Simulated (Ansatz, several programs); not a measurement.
MgH2 built on the rutile prototype, relaxed with r2SCAN in Ansatz (plane waves, PAW): it is tetragonal, P4_2/mnm (No. 136); a = 4.485 Å, c = 2.996 Å in the conventional setting, 10.05 Å³ an atom. Mg is surrounded by 6 H at 1.93–1.94 Å; H is surrounded by 3 Mg at 1.93–1.94 Å. The cell was then scaled with its shape and fractional coordinates held, which makes it stiffer than a relaxed compression. Calculated for a static, non-magnetic cell.

```tsv
V (Å³/atom)	E (meV/atom)
9.443	6.68
9.744	1.59
10.045	0.00
10.648	5.63
```

Q: Pass a cubic E = c₀ + c₁u + c₂u² + c₃u³, with u = V − 9.970 Å³, through these points.

A: c₀ = 0.09, c₁ = -2.529, c₂ = 17.546, c₃ = -2.6091 (meV and Å³).

Q: Where is the minimum, and what bulk modulus follows?

A: dE/du = 0 at u = +0.073, so V₀ = 10.04 Å³. B = V₀ d²E/dV² = 10.04 × (2c₂ + 6c₃u) = 10.04 × 33.946 = 341 meV/Å³, and 1 meV/Å³ is 0.16022 GPa: 55 GPa. A third-order Birch-Murnaghan fit to all five points gives 10.04 Å³ and 54 GPa.

Q: Predict the energy and the pressure at the withheld volume, 10.347 Å³.

A: With u = +0.377: E ≈ 1.49 meV and P = −dE/dV ≈ -1.54 GPa. The run gives 1.48 meV and, from its stress, -1.53 GPa.
